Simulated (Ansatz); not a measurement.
# BGeH5S: the cost of one run

All numbers below are computed with Ansatz 0.2.0 (RHF/def2-SVP).

## 1. Starting point

Bond lengths: B1–Ge2 2.005 Å, Ge2–S3 2.234 Å, B1–H4 1.165 Å, B1–H5 1.166 Å, Ge2–H6 1.518 Å, Ge2–H7 1.517 Å, S3–H8 1.325 Å. Angles: B1–Ge2–S3 105.9°, B1–Ge2–H6 119.3°, B1–Ge2–H7 118.6°, S3–Ge2–H6 104.9°, S3–Ge2–H7 104.2°, H6–Ge2–H7 102.2°, Ge2–B1–H4 120.2°, Ge2–B1–H5 120.9°, H4–B1–H5 118.9°, Ge2–S3–H8 94.8°.

As a file:

```xyz
8

B    -0.9936    1.0621   -0.7677
Ge    0.5402    0.0158   -0.0098
S    -0.3726   -1.5662    1.2764
H    -1.5518    0.6787   -1.7153
H    -1.3807    2.0251   -0.2370
H     1.5462    0.7149    0.8861
H     1.4378   -0.7510   -0.9622
H     0.7746   -2.1795    1.5296
```

## 2. End point A

The input, input.yaml:

```yaml
crystal:
  periodic: [false, false, false]
  atoms:
    - { symbol: B, position_ang: [-0.99363, 1.06212, -0.76772] }
    - { symbol: Ge, position_ang: [0.54022, 0.01585, -0.00983] }
    - { symbol: S, position_ang: [-0.37256, -1.56619, 1.27638] }
    - { symbol: H, position_ang: [-1.55185, 0.67868, -1.71532] }
    - { symbol: H, position_ang: [-1.38075, 2.02513, -0.23703] }
    - { symbol: H, position_ang: [1.54617, 0.71493, 0.8861] }
    - { symbol: H, position_ang: [1.43779, -0.75103, -0.96223] }
    - { symbol: H, position_ang: [0.7746, -2.17949, 1.52964] }
basis:
  gaussian: { orbitals: def2-SVP }
hamiltonian:
  xc: hf
relax:
  f_tol: 0.015
  max_steps: 40
output:
  orbitals: {}
```

Command:

```sh
> ansatz run input.yaml --threads 1 --pin off --max-ram 2048MiB --backend cpu --events-out ev --progress --plain --runs-dir out
```

Q: Estimate wall time and peak memory on 1 thread of Intel Xeon Platinum 8375C at 2.90GHz (Ice Lake), shared host.

About 82 s, with a peak of 0.18 GiB.
